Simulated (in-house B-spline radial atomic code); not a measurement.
# Ru⁹⁺: Hartree-Fock with and without relativity

Aim: what relativity does to the energy, levels and radii of Ru⁹⁺.

Method: Hartree-Fock averaged over the configuration, non-relativistic (point nucleus) and Dirac-Coulomb (finite nucleus); spherical all-electron atom at the radial basis limit. Code: in-house B-spline radial atomic code version 1.

**1. Starting point**

```
element       : ruthenium (Z = 44)
charge        : +9
electrons     : 35
configuration : [Ar] 3d10 4s2 4p5
nucleus       : point (non-relativistic run); Fermi, rms radius 4.481 fm (Dirac runs)
```

Outer shells as boxes (Hund's rule):

[Ar] 3d10 4s2 4p5
```
[Ar] core
3d [↑↓][↑↓][↑↓][↑↓][↑↓]
4s [↑↓]
4p [↑↓][↑↓][↑ ]
```

The boxes draw the filling by Hund's rule, which heavy ions in jj coupling don't follow; these runs average over all states of the configuration.

**2. Non-relativistic run**

Input settings:

```ini
Z = 44
electrons = 35.0
configuration = [Ar] 3d10 4s2 4p5
hamiltonian = nr
method = hf
spin_polarised = False
```

**3. Dirac-Coulomb run**

Input settings:

```ini
Z = 44
electrons = 35.0
configuration = [Ar] 3d10 4s2 4p5
hamiltonian = dirac
method = hf
spin_polarised = False
nucleus = fermi
rms_radius = 4.4809
mass_number = 102
atomic_mass = 101.904340312
speed_of_light = 137.035999084
```

**4. Dirac-Coulomb run in the lowest jj configuration, 1s2 2s2 2p6 3s2 3p6 3d10 4s2 4p-2 4p+3**

In configurations, a minus sign after the shell means j = l − 1/2 and a plus sign j = l + 1/2; the count of electrons follows.

The settings differ from step 3 so:

```diff
@@ -2,3 +2,3 @@
 electrons = 35.0
-configuration = [Ar] 3d10 4s2 4p5
+configuration = 1s2 2s2 2p6 3s2 3p6 3d10 4s2 4p-2 4p+3
 hamiltonian = dirac
```

Before running: How much does each shell's level and mean radius change with the Dirac Hamiltonian, and the total energy?

As calculated:

Levels and radii; the Dirac values are averaged over j with the occupations as weights.

| shell | ε non-rel. (eV) | ε Dirac (eV) | <r> non-rel. (bohr) | <r> Dirac (bohr) | change of <r> (%) |
| --- | --- | --- | --- | --- | --- |
| 1s | -21813.8 | -22416.8 | 0.03462 | 0.03343 | -3.46 |
| 2s | -3300.79 | -3444.83 | 0.1506 | 0.1450 | -3.69 |
| 2p | -3058.10 | -3097.64 | 0.1292 | 0.1268 | -1.81 |
| 3s | -745.60 | -774.08 | 0.4107 | 0.3988 | -2.89 |
| 3p | -648.52 | -656.45 | 0.4050 | 0.3997 | -1.33 |
| 3d | -471.52 | -466.79 | 0.3804 | 0.3808 | +0.13 |
| 4s | -233.45 | -239.12 | 0.9782 | 0.9570 | -2.17 |
| 4p | -199.55 | -200.90 | 1.027 | 1.018 | -0.86 |

Relativity and the finite nucleus together change the total energy by -87.92 hartree (-2 %). First-order perturbation theory (mass-velocity plus Darwin) gives -81.86 hartree, which is 93 % of the full shift. Averaged over j, the 2s shell contracts most (-3.69 %), while 3d expands by 0.13 %, being screened better by the contracted inner s and p shells. Spin-orbit coupling splits the 4p level by 4.360 eV and the 2p level by 131.69 eV. The lowest jj configuration lies 1.395 eV below the average over the whole configuration. Breit terms add 2.82 hartree and QED terms 1.88 hartree.
